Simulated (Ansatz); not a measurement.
**I (bcc type): how the settings move a single-point run**

How sensitive is a single-point run of I (bcc type) to its settings? A reference run comes first, then two runs with altered input.

Method: reference: DFT, LDA, PAW with Ansatz's default frozen-core files, scalar-relativistic, in Ansatz 0.2.0.

1 further run of the same task is left out (for a known fault of the program). Runs told in other sessions of the task aren't counted.

## 1. The starting structure

Symmetry: Im-3m, No. 229, cubic system. Conventional cell: a = 3.366 Å, b = 3.366 Å, c = 3.366 Å, α = 90.00°, β = 90.00°, γ = 90.00°. I (site symmetry m-3m) has 8 I at 2.92 Å in its first shell of neighbours.

As a file:

```cif
data_structure
_symmetry_space_group_name_H-M 'P 1'
_symmetry_Int_Tables_number 1
_cell_length_a 2.9153
_cell_length_b 2.9153
_cell_length_c 2.9153
_cell_angle_alpha 109.471
_cell_angle_beta 109.471
_cell_angle_gamma 109.471
_cell_volume 19.07
loop_
_atom_site_label
_atom_site_type_symbol
_atom_site_fract_x
_atom_site_fract_y
_atom_site_fract_z
_atom_site_occupancy
I1 I 0.00000 0.00000 0.00000 1
```

## 2. The reference run

input.yaml reads:

```yaml
crystal:
  lattice:
    - [-1.6831343992, 1.6831343992, 1.6831343992]
    - [1.6831343992, -1.6831343992, 1.6831343992]
    - [1.6831343992, 1.6831343992, -1.6831343992]
  atoms:
    - { symbol: I, position: [0.0, 0.0, 0.0] }
kpoints:
  mp_grid: { grid: [13, 13, 13] }
scf:
  occupations: { method: fermi_dirac, width: 0.08 }
hamiltonian:
  xc: lda
  pseudopotentials: { kind: paw }
output:
  forces: true
  stress: true
  eigenvalues: true
  populations: true
```

Launch:

```bash
$ ansatz run input.yaml --threads 1 --pin off --max-ram 2048MiB --backend cpu --events-out ev --progress --plain --runs-dir out
```

## 3. Variant: eigensolver.kind davidson

input.yaml, as its differences from that of step 2:

```diff
@@ -11,2 +11,3 @@
   occupations: { method: fermi_dirac, width: 0.08 }
+  eigensolver: { kind: davidson }
 hamiltonian:
```

## 4. Variant: dispersion d3bjatm

input.yaml, as its differences from that of step 2:

```diff
@@ -14,2 +14,3 @@
   pseudopotentials: { kind: paw }
+  dispersion: d3bjatm
 output:
```

**Question.** What will these runs give? Wanted: for each run, ending; energy change; pressure; gap; force.

As calculated:

```csv
run,ending,energy change,pressure (GPa),gap (eV),force (eV/Å),cycles,time
reference,converged,0,66.7,0.00,0.00,6,1.9 s
1: eigensolver.kind davidson,converged,0.0 meV/atom,66.7,0.00,0.00,6,1.9 s
2: dispersion d3bjatm,converged,-634.1 meV/atom (offset of the dispersion model),61.8,0.00,0.00,6,2.1 s
```

Residual by cycle in the longest SCF loop of each run; runs are numbered as in the table. The quantity is the density residual dr2, in eV.

```csv
cycle,reference,run 1,run 2
1,0.00644,0.00615,0.00644
2,0.00227,0.00237,0.00227
3,1.2e-4,3.6e-5,1.2e-4
4,3.3e-5,2.6e-6,3.3e-5
5,1.2e-6,5.2e-8,1.2e-6
6,1.8e-8,2.2e-9,1.8e-8
```

**Reading.** «eigensolver.kind davidson» leaves the energy as it was. The pressure spans 61.8 to 66.7 GPa over the reference and the converged variants. The structure is not at rest: the sound run finds 67 GPa, so these are no properties of the relaxed crystal. 
